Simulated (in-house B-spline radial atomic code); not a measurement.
**I³⁺: a fraction of an electron moved 4d → 5f**

How does the BLYP energy of I³⁺ change when part of an electron is moved 4d → 5f?

The numbers are computed with in-house B-spline radial atomic code version 1 (non-relativistic BLYP, spin-polarised, spherical fractional occupations, point nucleus, basis-set limit), except any that are marked as measured or tabulated.

## (1) What is computed

| Property | Result |
| --- | --- |
| element | iodine (Z = 53) |
| charge | +3 |
| electrons | 50 |
| configuration | [Kr] 4d10 5s2 5p2 |
| Hamiltonian | non-relativistic |
| nucleus | point |

The outer shells:

[Kr] 4d10 5s2 5p2
```
[Kr] core
4d [↑↓][↑↓][↑↓][↑↓][↑↓]
5s [↑↓]
5p [↑ ][↑ ][  ]
```

Where spins are not typed, each open shell is filled with up spins first.

## (2) The start, at fraction 0

The run's settings:

```ini
Z = 53
electrons = 50.0
configuration = [Kr] 4d10 5s2 5p2
hamiltonian = nr
method = b88,lyp
spin_polarised = True
```

## (3) 0.125 electron moved 4d → 5f

The run's settings:

```ini
Z = 53
electrons = 50.0
configuration = [Kr] 4d9.875 5s2 5p2 5f0.125
hamiltonian = nr
method = b88,lyp
spin_polarised = True
```

## (4) 0.25 electron moved 4d → 5f

The run's settings:

```ini
Z = 53
electrons = 50.0
configuration = [Kr] 4d9.75 5s2 5p2 5f0.25
hamiltonian = nr
method = b88,lyp
spin_polarised = True
```

## (5) 0.375 electron moved 4d → 5f

The run's settings:

```ini
Z = 53
electrons = 50.0
configuration = [Kr] 4d9.625 5s2 5p2 5f0.375
hamiltonian = nr
method = b88,lyp
spin_polarised = True
```

## (6) 0.5 electron moved 4d → 5f

The run's settings:

```ini
Z = 53
electrons = 50.0
configuration = [Kr] 4d9.5 5s2 5p2 5f0.5
hamiltonian = nr
method = b88,lyp
spin_polarised = True
```

## (7) 0.625 electron moved 4d → 5f

The run's settings:

```ini
Z = 53
electrons = 50.0
configuration = [Kr] 4d9.375 5s2 5p2 5f0.625
hamiltonian = nr
method = b88,lyp
spin_polarised = True
```

## (8) 0.75 electron moved 4d → 5f

The run's settings:

```ini
Z = 53
electrons = 50.0
configuration = [Kr] 4d9.25 5s2 5p2 5f0.75
hamiltonian = nr
method = b88,lyp
spin_polarised = True
```

## (9) 0.875 electron moved 4d → 5f

The run's settings:

```ini
Z = 53
electrons = 50.0
configuration = [Kr] 4d9.125 5s2 5p2 5f0.875
hamiltonian = nr
method = b88,lyp
spin_polarised = True
```

## (10) 1 electron moved 4d → 5f

The run's settings:

```ini
Z = 53
electrons = 50.0
configuration = [Kr] 4d9 5s2 5p2 5f1
hamiltonian = nr
method = b88,lyp
spin_polarised = True
```

Q: How does the energy change with the fraction, and which way and how far does it bend from the straight line between the ends?

As calculated:

| fraction | energy change (eV) | less the straight line (eV) | level 4d down (eV) | level 5f up (eV) | sum of <r²> (bohr²) |
| --- | --- | --- | --- | --- | --- |
| 0 | 0.0000 | 0.0000 | -84.025 | empty | 35.688 |
| 0.125 | 9.5732 | -0.5314 | -85.652 | -8.522 | 40.129 |
| 0.25 | 19.2881 | -0.9211 | -87.269 | -8.952 | 43.964 |
| 0.375 | 29.1542 | -1.1597 | -88.877 | -9.332 | 47.274 |
| 0.5 | 39.1752 | -1.2433 | -90.474 | -9.681 | 50.148 |
| 0.625 | 49.3530 | -1.1701 | -92.061 | -10.008 | 52.662 |
| 0.75 | 59.6888 | -0.9389 | -93.637 | -10.316 | 54.874 |
| 0.875 | 70.1834 | -0.5490 | -95.202 | -10.609 | 56.832 |
| 1 | 80.8370 | 0.0000 | -96.755 | -10.890 | 58.577 |

What this shows: From fraction 0 to 1 the energy changes by 80.837 eV. It sags under the straight line by up to 1.24 eV (at 0.5). Slater's transition state, the slope from the orbital energies at fraction 0.5 (Janak's theorem), gives 80.793 eV for the whole step.
